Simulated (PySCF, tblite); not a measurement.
# C3H13B2NO: geometry, infrared bands and NMR shifts

Wanted: the infrared bands and NMR shifts of C3H13B2NO (`CBCCO[BH2-][NH3+]`), by calculation.

Programs: tblite 0.8.0 and PySCF 2.14.0, with density-fitted response routines of our own. Each step states its level of theory. These are calculated values for one molecule in the gas phase, unless marked as measured. Atoms are numbered from 0 throughout.

## 1. The molecule as given

20 atoms, charge 0, multiplicity 1; geometry from: force field or distance geometry start.

Bonds of the start (Å): C0–B1 1.57, B1–C2 1.57, C2–C3 1.53, C3–O4 1.41, O4–B5 1.47, B5–N6 1.51, C0–H7 1.11, C0–H8 1.10, C0–H9 1.10, B1–H10 1.20, C2–H11 1.12, C2–H12 1.11, C3–H13 1.11, C3–H14 1.13, B5–H15 1.21, B5–H16 1.21, N6–H17 1.04, N6–H18 1.07, N6–H19 1.03.

## 2. Geometry optimisation with GFN2-xTB

The job: settings as JSON, then the geometry in Å.

```
{"job": {"kind": "relax", "xc": "GFN2-xTB", "basis": "xTB"}, "charge": 0, "multiplicity": 1}
C      3.069000     0.926000    -0.226600
B      2.536000    -0.545300    -0.357800
C      1.129400    -0.806000    -1.001300
C     -0.026200    -0.508800    -0.049200
O     -1.282000    -0.750500    -0.642100
B     -2.258500    -0.428800     0.402700
N     -3.183600     0.716000     0.066300
H      3.278400     1.338400    -1.234100
H      2.347100     1.580000     0.275300
H      3.999600     0.930600     0.362800
H      3.289900    -1.446000    -0.104800
H      1.001200    -0.074600    -1.840000
H      1.010100    -1.852400    -1.343000
H      0.114300    -1.101100     0.880200
H     -0.055500     0.585700     0.237100
H     -2.932500    -1.407400     0.612300
H     -1.710800    -0.148100     1.448200
H     -2.998600     1.561700     0.647500
H     -4.163300     0.424300     0.375200
H     -3.169200     1.017100    -0.921600
```

The run is started by

```console
> OMP_NUM_THREADS=1 python probes_run.py task.json out
```

One launch serves the whole session: the jobs run in the order shown.

**Question.** This job is followed by: GFN2-xTB harmonic vibrations, gas phase; GIAO PBE0/pcSseg-1 NMR shielding, non-relativistic, gas phase. Predict these results of the whole session: strongest single infrared mode (GFN2-xTB); zero-point energy (GFN2-xTB); 13C shifts against TMS (PBE0/pcSseg-1); 1H shifts against TMS (PBE0/pcSseg-1, means over atoms taken as alike); 11B shifts against BF3·OEt2 (PBE0/pcSseg-1); 17O shifts against H2O (PBE0/pcSseg-1); 15N shifts against NH3 (PBE0/pcSseg-1).

**Answer**, as computed:

```
                                                              quantity                                   value
                             strongest single infrared mode (GFN2-xTB)                   1113 cm⁻¹, 356 km/mol
                                          zero-point energy (GFN2-xTB)                          103.8 kcal/mol
                                13C shifts against TMS (PBE0/pcSseg-1)                    73.4, 41.9, 12.6 ppm
1H shifts against TMS (PBE0/pcSseg-1, means over atoms taken as alike)  7.87, 4.08, 3.37, 2.04, 1.99, 0.94 ppm
                           11B shifts against BF3·OEt2 (PBE0/pcSseg-1)                           89.3, 1.4 ppm
                                17O shifts against H2O (PBE0/pcSseg-1)                                78.1 ppm
                                15N shifts against NH3 (PBE0/pcSseg-1)                                49.5 ppm
```

Relaxing lowered the energy by 1.012 eV in 229 steps; the close pair that moved most is B5–N6, from 1.510 to 1.818 Å. The lowest mode is imaginary (32i cm⁻¹), so the xTB geometry is not a minimum. The strongest single mode, at 1113 cm⁻¹, is spread over several atoms, H19, H17, H18, N6 among them. GFN2-xTB is a fitted tight-binding method: band positions and strengths are rough. Its intensities can rank the bands wrongly. At PBE0/pcSseg-1: The largest span, 196 ppm, is at B1, where the paramagnetic term is -178 ppm.
